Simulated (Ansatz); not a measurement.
# CoGe: the cost of one run

All numbers are computed with Ansatz 0.2.0, driven from Python. The levels of theory stand in the script.

## (1) The structure

The structure is cubic, space group P2_13 (No. 198). The conventional cell has a = 4.579 Å, b = 4.579 Å, c = 4.579 Å, α = 90.00°, β = 90.00°, γ = 90.00°. Co (site symmetry 3) is surrounded by 7 Ge at 2.36 to 2.57 Å. Ge (site symmetry 3) is surrounded by 7 Co at 2.36 to 2.57 Å.

The script holds or builds the structure itself.

## (2) Script

coge_lattice.py

```python
import ansatz as az
from ase import Atoms
import numpy as np

KMESH = (7, 7, 7)
SMEARING = "fermi_dirac"
FORCE_TOL = 0.005

def edges_and_angles(cell):
    cell = np.asarray(cell)
    a, b, c = np.linalg.norm(cell, axis=1)
    cosines = cell[1] @ cell[2] / (b * c), cell[0] @ cell[2] / (a * c), cell[0] @ cell[1] / (a * b)
    return (a, b, c, *np.degrees(np.arccos(cosines)))

atoms = Atoms(
    ["Co", "Co", "Co", "Co", "Ge", "Ge", "Ge", "Ge"],
    scaled_positions=[
        (0.13683062, 0.13683062, 0.13683062),
        (0.36316938, 0.86316938, 0.63683062),
        (0.63683062, 0.36316938, 0.86316938),
        (0.86316938, 0.63683062, 0.36316938),
        (0.83980821, 0.83980821, 0.83980821),
        (0.66019179, 0.16019179, 0.33980821),
        (0.33980821, 0.66019179, 0.16019179),
        (0.16019179, 0.33980821, 0.66019179),
    ],
    cell=[
        (4.57947466, 0.0, 0.0),
        (0.0, 4.57947466, 0.0),
        (0.0, 0.0, 4.57947466),
    ],
    pbc=True,
)
atoms.set_initial_magnetic_moments([3.2, 3.2, 3.2, 3.2, 0.0, 0.0, 0.0, 0.0])
system = az.Crystal.from_ase(atoms)

job = (
    system.calculation()
    .kpoints(*KMESH, center="gamma")
    .occupations(SMEARING, width=100 * az.meV)
    .spin("collinear")
    .relax(cell=True, force_tolerance=FORCE_TOL)
)

levels = [("blyp", "d3bj"), ("pbesol", "d3bj"), ("lda", "none")]
print("level            a       b       c    alpha   beta  gamma  V/atom  steps")
for name, dispersion in levels:
    seen = []
    run = job.functional(name, dispersion=dispersion).session().plan()
    done = run.execute(on_event=lambda e: seen.append(e) if e["event"] == "relax_step" else None)
    cell = done.lattice.cell_ang
    label = name if dispersion == "none" else f"{name}+{dispersion}"
    print("{:13s} {:7.4f} {:7.4f} {:7.4f} {:6.2f} {:6.2f} {:6.2f}".format(label, *edges_and_angles(cell)), f"{abs(np.linalg.det(cell)) / len(done.lattice.sites):7.3f} {len(seen):5d}")
```

## (3) The calls as engine input

The package turns the script's settings into the engine's input (first run):

```yaml
crystal:
  lattice:
    - [4.57947466, 0.0, 0.0]
    - [0.0, 4.57947466, 0.0]
    - [0.0, 0.0, 4.57947466]
  atoms:
    - { symbol: Co, position: [0.13683062, 0.13683062, 0.13683062], spin: 3.2 }
    - { symbol: Co, position: [0.36316938, 0.86316938, 0.63683062], spin: 3.2 }
    - { symbol: Co, position: [0.63683062, 0.36316938, 0.86316938], spin: 3.2 }
    - { symbol: Co, position: [0.86316938, 0.63683062, 0.36316938], spin: 3.2 }
    - { symbol: Ge, position: [0.83980821, 0.83980821, 0.83980821], spin: 0.0 }
    - { symbol: Ge, position: [0.66019179, 0.16019179, 0.33980821], spin: 0.0 }
    - { symbol: Ge, position: [0.33980821, 0.66019179, 0.16019179], spin: 0.0 }
    - { symbol: Ge, position: [0.16019179, 0.33980821, 0.66019179], spin: 0.0 }
kpoints:
  mp_grid:
    grid: [7, 7, 7]
    shift: [0.0, 0.0, 0.0]
hamiltonian:
  xc: blyp
  dispersion: d3bj
magnetization:
  spin_polarized: true
scf:
  occupations:
    method: fermi_dirac
    width: 0.1
relax:
  f_tol: 0.005
  cell: {}
```

## (4) The run

Started as:

```sh
$ python coge_lattice.py
```

Q: Estimate wall time and peak memory on 1 thread of Arm Neoverse V2, shared host.

About 13 min, with a peak of 0.65 GiB.
